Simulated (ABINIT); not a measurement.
The system is Be3Pt.

```
CELL_PARAMETERS angstrom
0.00000 3.08479 3.08479
3.08479 0.00000 3.08479
3.08479 3.08479 0.00000
ATOMIC_POSITIONS crystal
Be 0.75000 0.75000 0.75000
Be 0.00000 0.00000 0.00000
Be 0.25000 0.25000 0.25000
Pt 0.50000 0.50000 0.50000
```

The cell was built by a generator and needn't be a form met in nature.

```yaml
Program: ABINIT 10.8.3 (patched build)
Task: relaxation of cell and atoms
Functional: PBE
Potentials_or_basis: JTH PAW PBE v2.0
Cutoff: 544 eV
k_mesh: 8 × 8 × 8
Occupations: fermi-dirac, width 0.05 eV
Spin: no spin polarisation
```

At the start: pressure -29.3 GPa; volume 14.68 Å³/atom.

Q: Where does the relaxation end?

A: Over 9 steps the energy falls by 576.3 meV/atom and the volume is 10.10 Å³/atom (-31.2 %); space group Fm-3m (No. 225, to 0.05 Å).

Step by step:
```csv
step,energy change (eV),largest force (eV/Å),pressure (GPa),volume (Å³)
1,0.0000,0.0000,-29.35,58.71
2,-0.9017,0.0000,-26.82,53.59
3,-1.0717,0.0000,59.04,32.33
4,-1.5916,0.0000,-22.23,49.13
5,-1.8579,0.0000,-18.94,47.06
6,-2.2575,0.0000,8.61,38.56
7,-2.3034,0.0000,-1.50,40.76
8,-2.3051,0.0000,-0.08,40.41
9,-2.3051,0.0000,0.00,40.39
```

Final structure:
```cif
data_structure
_symmetry_space_group_name_H-M 'P 1'
_symmetry_Int_Tables_number 1
_cell_length_a 3.8512
_cell_length_b 3.8512
_cell_length_c 3.8512
_cell_angle_alpha 60.000
_cell_angle_beta 60.000
_cell_angle_gamma 60.000
_cell_volume 40.39
loop_
_atom_site_label
_atom_site_type_symbol
_atom_site_fract_x
_atom_site_fract_y
_atom_site_fract_z
_atom_site_occupancy
Be1 Be 0.75000 0.75000 0.75000 1
Be2 Be 0.00000 0.00000 0.00000 1
Be3 Be 0.25000 0.25000 0.25000 1
Pt1 Pt 0.50000 0.50000 0.50000 1
```

Caveat: the volume moved by over 15 % at a fixed basis, so the end points are rough.
